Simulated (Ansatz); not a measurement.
# CH7BrGe: the cost of one run

Method: RKS LDA/def2-SVP, in Ansatz 0.2.0.

## Step 1: The structure to begin with

Bond lengths: Ge1–H3 1.550 Å, Ge1–C4 1.959 Å, C4–H5 1.110 Å, C4–H6 1.110 Å, C4–H7 1.110 Å, Ge1–H8 1.549 Å, Ge1–Br9 2.700 Å. Angles: H3–Ge1–C4 109.5°, H3–Ge1–H8 109.5°, H3–Ge1–Br9 67.2°, C4–Ge1–H8 109.5°, C4–Ge1–Br9 176.6°, H8–Ge1–Br9 72.8°, Ge1–C4–H5 109.5°, Ge1–C4–H6 109.5°, Ge1–C4–H7 109.5°, H5–C4–H6 109.4°, H5–C4–H7 109.4°, H6–C4–H7 109.4°.

Coordinates:

```xyz
10

Ge    0.0000    0.0000    0.0000
H     0.0000    0.0000    1.9000
H     1.4616    0.0000   -0.5162
C    -0.9232    1.5994   -0.6527
H    -1.9758    1.3458   -0.8971
H    -0.9048    2.3840    0.1322
H    -0.4128    1.9760   -1.5636
H    -0.7300   -1.2648   -0.5162
Br    1.4092   -2.1399    0.8514
H     0.5283   -0.8023    1.9922
```

## Step 2: A restrained relaxation towards end A

Springs on the bonds that form and break draw the guess towards this end; the thresholds are loose.

input.yaml

```yaml
crystal:
  periodic: [false, false, false]
  atoms:
    - { symbol: Ge, position_ang: [0.0, 0.0, 0.0] }
    - { symbol: H, position_ang: [0.0, 0.0, 1.9] }
    - { symbol: H, position_ang: [1.4616, 0.0, -0.5162] }
    - { symbol: C, position_ang: [-0.9232, 1.5994, -0.6527] }
    - { symbol: H, position_ang: [-1.9758, 1.3458, -0.8971] }
    - { symbol: H, position_ang: [-0.9048, 2.384, 0.1322] }
    - { symbol: H, position_ang: [-0.4128, 1.976, -1.5636] }
    - { symbol: H, position_ang: [-0.73, -1.2648, -0.5162] }
    - { symbol: Br, position_ang: [1.4092, -2.1399, 0.8514] }
    - { symbol: H, position_ang: [0.5283, -0.8023, 1.9922] }
basis:
  gaussian: { orbitals: def2-SVP }
hamiltonian:
  xc: lda
relax:
  f_tol: 0.15
  max_steps: 25
  restrain:
    - { distance: [0, 8], at: 3.6, k: 30.0 }
    - { distance: [9, 1], at: 1.86, k: 30.0 }
    - { distance: [0, 1], at: 1.55, k: 30.0 }
    - { distance: [9, 8], at: 1.55, k: 30.0 }
output:
  orbitals: {}
```

The run is started by

```
ansatz run input.yaml --threads 4 --pin off --max-ram 5120MiB --backend cpu --events-out ev --progress --plain --runs-dir out
```

What time and memory should one allow on 4 threads of Arm Neoverse V1, shared host?

About 7.4 s, with a peak of 0.17 GiB.
